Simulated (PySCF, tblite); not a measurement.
# C5H5FN2Si: geometry, infrared bands and NMR shifts

Aim: predict the infrared bands and NMR shifts of C5H5FN2Si (`[H]/N=C\[C@@]1(F)[SiH2]C=C1C#N`).

The runs use tblite 0.8.0 and PySCF 2.14.0, with density-fitted response routines of our own; the level of theory stands in each step. All values are computed, except where a source is named. Atoms are numbered from 0 throughout.

## 1. Starting geometry

14 atoms, charge 0, multiplicity 1; geometry from: force field or distance geometry start.

Bonds of the start (Å): N0–C1 1.15, C1–C2 1.47, C2–C3 1.28, C3–Si4 1.82, Si4–C5 1.81, C5–F6 1.41, C5–C7 1.52, C7–N8 1.26, C5–C2 1.44, C3–H9 1.12, Si4–H10 1.46, Si4–H11 1.46, C7–H12 1.09, N8–H13 1.04.

## 2. Optimising the geometry with GFN2-xTB

The job: settings as JSON, then the geometry in Å.

```
{"job": {"kind": "relax", "xc": "GFN2-xTB", "basis": "xTB"}, "charge": 0, "multiplicity": 1}
N      0.607200     1.788700    -3.024200
C      0.175800     1.262300    -2.102900
C     -0.322500     0.558700    -0.909900
C     -1.325300     0.780900    -0.139000
Si    -1.153000    -0.605800     1.034300
C      0.133400    -0.628500    -0.234700
F      0.026700    -1.799200    -1.021900
C      1.569300    -0.574900     0.248600
N      1.891500    -0.022800     1.336000
H     -2.101500     1.587100    -0.144400
H     -2.228000    -1.597200     0.963000
H     -0.808700    -0.143600     2.376700
H      2.367500    -1.032100    -0.335700
H      1.166900     0.425800     1.931900
```

On the command line:

```bash
> OMP_NUM_THREADS=1 python probes_run.py task.json out
```

One launch serves the whole session: the jobs run in the order shown.

**Question.** This job is followed by: GFN2-xTB harmonic vibrations, gas phase; GIAO PBE0/pcSseg-1 NMR shielding, non-relativistic, gas phase. Predict these results of the whole session: strongest single infrared mode (GFN2-xTB); zero-point energy (GFN2-xTB); 13C shifts against TMS (PBE0/pcSseg-1); 1H shifts against TMS (PBE0/pcSseg-1); 15N shifts against NH3 (PBE0/pcSseg-1); 29Si shifts against TMS (PBE0/pcSseg-1); 19F shifts against CFCl3 (PBE0/pcSseg-1); surface potential, 1st and 99th percentile.

The runs gave:

```
                                 quantity                                  value
strongest single infrared mode (GFN2-xTB)                  2332 cm⁻¹, 260 km/mol
             zero-point energy (GFN2-xTB)                          53.4 kcal/mol
   13C shifts against TMS (PBE0/pcSseg-1)  177.2, 166.3, 143.3, 118.1, 104.3 ppm
    1H shifts against TMS (PBE0/pcSseg-1)      10.63, 8.59, 7.57, 4.98, 4.71 ppm
   15N shifts against NH3 (PBE0/pcSseg-1)                       346.4, 333.1 ppm
  29Si shifts against TMS (PBE0/pcSseg-1)                              -20.4 ppm
 19F shifts against CFCl3 (PBE0/pcSseg-1)                             -197.1 ppm
    surface potential, 1st and 99th percentile                     -1.68 V and 2.11 V
```

What this shows: The optimisation took 87 steps and gained 1.175 eV; among the close pairs (by a distance rule), Si4–C5 changed most, from 1.807 to 1.980 Å. All 36 modes are real, so the xTB geometry is a minimum. The strongest single mode, at 2332 cm⁻¹, moves mainly H11. GFN2-xTB is a fitted tight-binding method: band positions and strengths are rough. Its intensities can rank the bands wrongly. At PBE0/pcSseg-1: Shielding is most anisotropic at N8 (span 669 ppm, paramagnetic term -404 ppm). At PBE0/pcSseg-1, counted by nearest atom on the grid, the HOMO lies on N8 54 %; C5 12 %, the LUMO on C3 31 %; C2 24 %.
